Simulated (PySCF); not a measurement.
# [Eu(NH3)3]3+: other functionals and bases at one geometry

One table from this session's results is given with a row withheld; the runs are named, their logs left out.

Program: PySCF 2.14.0. Level of theory: several levels, as the steps say, no spin–orbit coupling. These are calculated values, not measurements.

4 further runs of the same task are left out: 2 for a known fault of the program, 2 that didn't finish.

### Where the work starts

13 atoms, charge 3, spin multiplicity 1.

Bond lengths: Eu1–N2 2.451 Å, Eu1–N6 2.451 Å, Eu1–N10 2.451 Å, N2–H3 1.048 Å, N2–H4 1.047 Å, N2–H5 1.047 Å, N6–H7 1.048 Å, N6–H8 1.047 Å, N6–H9 1.047 Å, N10–H11 1.048 Å, N10–H12 1.047 Å, N10–H13 1.047 Å. Angles: N2–Eu1–N6 111.2°, N2–Eu1–N10 111.2°, N6–Eu1–N10 111.2°, Eu1–N2–H3 114.8°, Eu1–N2–H4 116.5°, Eu1–N2–H5 115.7°, H3–N2–H4 102.6°, H3–N2–H5 102.6°, H4–N2–H5 102.7°, Eu1–N6–H7 114.8°, Eu1–N6–H8 116.5°, Eu1–N6–H9 115.7°, H7–N6–H8 102.6°, H7–N6–H9 102.6°, H8–N6–H9 102.7°, Eu1–N10–H11 114.8°, Eu1–N10–H12 116.5°, Eu1–N10–H13 115.7° and more.

Geometry (Å):

| atom | x (Å) | y (Å) | z (Å) |
| --- | --- | --- | --- |
| Eu1 | 0.0000 | 0.0000 | 0.7560 |
| N2 | 2.3349 | -0.0004 | 0.0096 |
| H3 | 3.0306 | -0.2796 | 0.7422 |
| H4 | 2.5715 | -0.6404 | -0.7847 |
| H5 | 2.7072 | 0.9216 | -0.3183 |
| N6 | -1.1671 | 2.0222 | 0.0096 |
| H7 | -1.2732 | 2.7644 | 0.7422 |
| H8 | -0.7312 | 2.5471 | -0.7847 |
| H9 | -2.1517 | 1.8837 | -0.3183 |
| N10 | -1.1678 | -2.0219 | 0.0096 |
| H11 | -1.7574 | -2.4848 | 0.7422 |
| H12 | -1.8403 | -1.9068 | -0.7847 |
| H13 | -0.5555 | -2.8053 | -0.3183 |

Formal oxidation states: Eu +3. Each metal's 6 4f electrons lie in its core potential, so multiplicities, spins and levels count the valence alone. An earlier session relaxed this geometry at BP86, Eu lcecp-1-SVP with ECP52, N def2-SVP, H def2-SVP (singlet, point group C3).

At BP86 on the finer grid: E = -203.902870 Eh, HOMO -22.93 eV, LUMO -17.18 eV, Mulliken charge on Eu1 +1.73 e, largest force component 0.007 eV/Å. 

Levels to run: PBE0; wB97X; TPSS; HF; BP86, TZVP. Hardware: 2 threads of Intel Xeon Platinum 8488C (Sapphire Rapids), shared host.

The first run:

run.py (the lines that set the calculation) reads:

```python
mol = gto.M(atom='''
Eu     0.00000     0.00000     0.75601
N      2.33486    -0.00037     0.00961
H      3.03064    -0.27955     0.74221
H      2.57145    -0.64036    -0.78470
H      2.70721     0.92162    -0.31828
N     -1.16711     2.02223     0.00961
H     -1.27322     2.76439     0.74221
H     -0.73116     2.54712    -0.78470
H     -2.15175     1.88370    -0.31828
N     -1.16775    -2.02186     0.00961
H     -1.75742    -2.48483     0.74221
H     -1.84029    -1.90676    -0.78470
H     -0.55546    -2.80532    -0.31828''',
    basis={'Eu': 'lcecp-1-SVP', 'N': 'def2-SVP', 'H': 'def2-SVP'},
    ecp={'Eu': 'lcecp-1-SVP'},
    charge=3, spin=0)
mf = dft.RKS(mol, xc='PBE0')
mf.grids.atom_grid = (75, 302)  # f atoms: unpruned, at least (60, 302)
mf = mf.density_fit()  # fitting sets: Eu AutoAux, N def2-universal-JKFIT, H def2-universal-JKFIT
mf.conv_tol = 1e-08; mf.max_cycle = 55
mf.kernel(dm0)  # dm0: the density of the relaxed state
```

The run is started by

```sh
> OMP_NUM_THREADS=2 python run.py
```

Steps of the session up to this table: PBE0; wB97X; TPSS; HF; BP86, TZVP.

One of the session's tables, all rows but one given; the rest of the session is left out.

```
              level  HOMO (eV)  gap (eV)  charge on Eu1 (e)  dipole (D)  largest force component (eV/Å)
BP86 (relaxed here)     -22.93      5.75               1.73        2.61                            0.01
               PBE0     -24.36      8.03               1.85        2.42                            0.39
              wB97X     -26.83     12.82               1.89        2.24                            0.49
               TPSS     -22.94      5.92               1.79        2.51                            0.24
                 HF     -28.09     15.01               2.15        1.95                            1.46
         BP86, TZVP          ?         ?                  ?           ?                               ?
```

Q: Estimate the row for BP86, TZVP from the others.

**Answer.** HOMO (eV): -22.86; gap (eV): 5.76; charge on Eu1 (e): 2.04; dipole (D): 2.59; largest force component (eV/Å): 0.40. In the column «HOMO (eV)» it is the highest.

The dipole of a charged species depends on the origin, so these sizes hold for this origin alone.

In one basis the HOMO–LUMO gap runs from 5.75 eV (BP86) to 15.01 eV (HF). The largest leftover force, 1.46 eV/Å with HF, stands at a geometry relaxed at another level. With 4f in the core, its levels are missing from HOMO and gap, and its count is fixed, so no charge can pass from the ligands into it. Total energies of different levels can't be compared.
